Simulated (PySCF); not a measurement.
# Fluorine: the same states on changed settings

These states were run before on sound settings. What differs here: all electrons correlated in a basis built for the valence shell. What does it move?

Method: unrestricted determinants in a Gaussian basis, no spin-orbit coupling in the energies. Code: PySCF 2.14.0.

### Step 1. What is computed

- Element: fluorine (Z = 9)
- Basis: def2-SVP
- Hamiltonian: the non-relativistic Hamiltonian (point nucleus)
- State 1: F: [He] 2s2 2p5, 2P determinant
- State 2: F⁺: [He] 2s2 2p4, high-spin 3P determinant
- Methods: MP2, CCSD(T)
- Core shells frozen in the correlated runs: all electrons: nothing (for F)

Outer shells as boxes (Hund's rule):

F [He] 2s2 2p5
```
[He] core
2s [↑↓]
2p [↑↓][↑↓][↑ ]
```

F+ [He] 2s2 2p4
```
[He] core
2s [↑↓]
2p [↑↓][↑ ][↑ ]
```

The sound run (def2-SVP, the non-relativistic Hamiltonian (point nucleus), symmetry-adapted start, fine grid, valence correlation) gave:

| species | method | energy (hartree) |
| --- | --- | --- |
| F | UHF | -99.28405 |
| F | r2SCAN | -99.59875 |
| F | M06-2X | -99.60820 |
| F | MP2 (valence) | -99.42243 |
| F | CCSD(T) (valence) | -99.43472 |
| F⁺ | UHF | -98.70445 |
| F⁺ | r2SCAN | -98.95729 |
| F⁺ | M06-2X | -98.96836 |
| F⁺ | MP2 (valence) | -98.79918 |
| F⁺ | CCSD(T) (valence) | -98.81434 |

The runs were made by one driver on top of PySCF. The scripts below sum up each run's settings (the driver also hands on starting orbitals that pick excited configurations, and frozen orbitals as a list rather than a count), and the logs come from the driver's own runs. The driver starts from symmetry-adapted Hartree-Fock orbitals, holds the occupation by maximum overlap and uses a logarithmic radial grid for functionals, so a plain start would take other cycles.

It was started by

```console
$ OMP_NUM_THREADS=1 python atomrun2.py TASK.json OUT
```

### Step 2. Changed run, F: the ladder of methods

Level: MP2 (all electrons).

input.py reads:

```python
from pyscf import gto, scf, dft, mp, cc
import basis_set_exchange as bse
mol = gto.M(atom="F 0 0 0", charge=0, spin=1, symmetry="D2h",
            basis=gto.basis.parse(bse.get_basis("def2-SVP", elements=["F"], fmt="nwchem", header=False)))
mf = scf.UHF(mol)
mf.irrep_nelec = {'Ag': (2, 2), 'B1u': (1, 1), 'B2u': (1, 1), 'B3u': (1, 0)}
mf.kernel()
mp.UMP2(mf, frozen=0).kernel()
```

The driver printed no log here.

It took 0.01 s on 1 thread of Neoverse-V1, shared host, the integrals not counted.

With 9 electrons correlated, the MP2 correlation energy is -0.14015 hartree (-0.03600 same spin, -0.10414 opposite spin); the SCS form gives -0.13697. Largest pairs of shells: 2p-2p -0.0898, 2s-2p -0.0413, 2s-2s -0.0073, 1s-2p -0.0012, 1s-1s -0.0003.

Level: CCSD(T) (all electrons).

input.py, as changed from the run before:

```diff
@@ -7,2 +7,3 @@
 mf.kernel()
-mp.UMP2(mf, frozen=0).kernel()
+mycc = cc.CCSD(mf, frozen=0).run()
+mycc.ccsd_t()
```

Log:

```text
CC2 = 0
CCSD nocc = (np.int64(5), np.int64(4)), nmo = (14, 14)
frozen orbitals [[], []]
max_cycle = 100
direct = 0
conv_tol = 1e-08
conv_tol_normt = 1e-06
diis_space = 8
diis_start_cycle = 0
Init t2, MP2 energy = -0.140146140655122
Init E_corr(UCCSD) = -0.140146140669863
cycle = 1  E_corr(UCCSD) = -0.148941682245778  dE = -0.00879554158  norm(t1,t2) = 0.0209935
cycle = 2  E_corr(UCCSD) = -0.150665029654392  dE = -0.00172334741  norm(t1,t2) = 0.00585714
cycle = 3  E_corr(UCCSD) = -0.151333512707995  dE = -0.000668483054  norm(t1,t2) = 0.00246077
cycle = 4  E_corr(UCCSD) = -0.151324477585724  dE = 9.03512227e-06  norm(t1,t2) = 0.000599668
cycle = 5  E_corr(UCCSD) = -0.151321641515543  dE = 2.83607018e-06  norm(t1,t2) = 9.96157e-05
cycle = 6  E_corr(UCCSD) = -0.151323486653033  dE = -1.84513749e-06  norm(t1,t2) = 1.96356e-05
cycle = 7  E_corr(UCCSD) = -0.151323390170046  dE = 9.64829867e-08  norm(t1,t2) = 2.46443e-06
cycle = 8  E_corr(UCCSD) = -0.151323407696126  dE = -1.75260797e-08  norm(t1,t2) = 4.78328e-07
cycle = 9  E_corr(UCCSD) = -0.151323407349196  dE = 3.46929596e-10  norm(t1,t2) = 7.14551e-08
UCCSD converged
E(UCCSD) = -99.43537460793591  E_corr = -0.1513234073491964
UCCSD(T) correction = -0.000933757494584435
```

It took 0.1 s on 1 thread of Neoverse-V1, shared host, the integrals not counted.

CCSD correlation -0.15132 hartree, triples -0.00093; total -99.436308. T1 = 0.003, largest double amplitude 0.047.

### Step 3. Changed run, F⁺

Level: MP2 (all electrons).

input.py reads:

```python
from pyscf import gto, scf, dft, mp, cc
import basis_set_exchange as bse
mol = gto.M(atom="F 0 0 0", charge=1, spin=2, symmetry="D2h",
            basis=gto.basis.parse(bse.get_basis("def2-SVP", elements=["F"], fmt="nwchem", header=False)))
mf = scf.UHF(mol)
mf.irrep_nelec = {'Ag': (2, 2), 'B1u': (1, 0), 'B2u': (1, 1), 'B3u': (1, 0)}
mf.kernel()
mp.UMP2(mf, frozen=0).kernel()
```

This step left no log, only its results.

Time after the integrals: 0.01 s (1 thread of Neoverse-V1, shared host).

With 8 electrons correlated, the MP2 correlation energy is -0.09633 hartree (-0.02384 same spin, -0.07249 opposite spin); the SCS form gives -0.09493. Largest pairs of shells: 2p-2p -0.0455, 2s-2p -0.0423, 2s-2s -0.0069, 1s-2p -0.0010, 1s-2s -0.0003.

Level: CCSD(T) (all electrons).

input.py, as changed from the run before:

```diff
@@ -7,2 +7,3 @@
 mf.kernel()
-mp.UMP2(mf, frozen=0).kernel()
+mycc = cc.CCSD(mf, frozen=0).run()
+mycc.ccsd_t()
```

Log:

```text
CC2 = 0
CCSD nocc = (np.int64(5), np.int64(3)), nmo = (14, 14)
frozen orbitals [[], []]
max_cycle = 100
direct = 0
conv_tol = 1e-08
conv_tol_normt = 1e-06
diis_space = 8
diis_start_cycle = 0
Init t2, MP2 energy = -0.0963264081333716
Init E_corr(UCCSD) = -0.0963264081609465
cycle = 1  E_corr(UCCSD) = -0.107595839355507  dE = -0.0112694312  norm(t1,t2) = 0.0220344
cycle = 2  E_corr(UCCSD) = -0.10972121659198  dE = -0.00212537724  norm(t1,t2) = 0.00622383
cycle = 3  E_corr(UCCSD) = -0.110524964401311  dE = -0.000803747809  norm(t1,t2) = 0.0025456
cycle = 4  E_corr(UCCSD) = -0.110501834958623  dE = 2.31294427e-05  norm(t1,t2) = 0.000621777
cycle = 5  E_corr(UCCSD) = -0.11050576105449  dE = -3.92609587e-06  norm(t1,t2) = 9.09745e-05
cycle = 6  E_corr(UCCSD) = -0.110505476870806  dE = 2.84183684e-07  norm(t1,t2) = 1.40542e-05
cycle = 7  E_corr(UCCSD) = -0.110505617242426  dE = -1.4037162e-07  norm(t1,t2) = 2.0605e-06
cycle = 8  E_corr(UCCSD) = -0.110505607920767  dE = 9.32165883e-09  norm(t1,t2) = 3.95079e-07
UCCSD converged
E(UCCSD) = -98.81495463224914  E_corr = -0.1105056079207672
UCCSD(T) correction = -0.000839274611531819
```

It took 0.09 s on 1 thread of Neoverse-V1, shared host, the integrals not counted.

CCSD correlation -0.11051 hartree, triples -0.00084; total -98.815794. T1 = 0.004, largest double amplitude 0.042.

### Step 4. Against the sound run

| species | method | converged | energy less sound run (eV) |
| --- | --- | --- | --- |
| F | MP2 (all electrons) | yes | -0.0480 |
| F | CCSD(T) (all electrons) | yes | -0.0433 |
| F⁺ | MP2 (all electrons) | yes | -0.0434 |
| F⁺ | CCSD(T) (all electrons) | yes | -0.0397 |

Ionisation energy of F:

| method | sound run (eV) | changed run (eV) | shift (eV) |
| --- | --- | --- | --- |
| UHF | 15.772 | 15.772 | +0.000 |
| MP2 | 16.959 | 16.964 | +0.005 |
| SCS-MP2 | 16.914 | 16.916 | +0.002 |
| CCSD | 16.879 | 16.882 | +0.004 |
| CCSD(T) | 16.881 | 16.885 | +0.004 |

### Step 5. Summary of results

```
                                 quantity                                                            value
                                   change  all electrons correlated in a basis built for the valence shell
                           runs converged                                                           4 of 4
largest shift of a converged total energy                                                        0.0480 eV
   largest shift of the ionisation energy                                                  +0.005 eV (MP2)
```

What this shows: The difference hardly moves. A valence basis has no tight correlating functions, so it recovers only part of the core correlation, and not evenly between atom and ion.
